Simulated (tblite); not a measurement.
# C2H9GeNSi2: the cost of one run

Programs: tblite 0.8.0 and PySCF 2.14.0, with density-fitted response routines of our own. Each step states its level of theory. These are calculated values for one molecule in the gas phase, unless marked as measured. Atoms count from 0, in the outputs and in this text.

## (1) The starting structure

15 atoms, charge 0, multiplicity 1; geometry from: force field or distance geometry start.

Bonds of the start (Å): N0–C1 1.15, C1–Ge2 1.91, Ge2–C3 1.91, C3–Si4 1.84, Si4–Si5 2.24, Ge2–H6 1.56, Ge2–H7 1.54, C3–H8 1.12, C3–H9 1.11, Si4–H10 1.45, Si4–H11 1.50, Si5–H12 1.47, Si5–H13 1.46, Si5–H14 1.48.

## (2) Geometry optimisation with GFN2-xTB

Job settings and geometry (Å):

```
{"job": {"kind": "relax", "xc": "GFN2-xTB", "basis": "xTB"}, "charge": 0, "multiplicity": 1}
N     -2.044600     2.281700     1.400400
C     -1.996300     1.174100     1.084600
Ge    -1.912500    -0.664300     0.586100
C     -0.490700    -1.017100    -0.645700
Si     0.582800     0.421400    -1.052300
Si     2.364500     0.464600     0.298100
H     -3.259500    -1.133000    -0.041500
H     -1.686700    -1.452200     1.889500
H     -0.936200    -1.370800    -1.605000
H      0.142200    -1.805400    -0.185000
H     -0.105500     1.700000    -1.111700
H      1.148500     0.117400    -2.404000
H      2.010800     1.098100     1.571000
H      3.448500     1.121600    -0.428800
H      2.730200    -0.928100     0.622300
```

The run is started by

```console
> OMP_NUM_THREADS=1 python probes_run.py task.json out
```

This one command runs all jobs of the session in turn.

Q: Estimate the wall time of this first job on 1 thread of Arm Neoverse N1, shared host.

About 1.7 s.
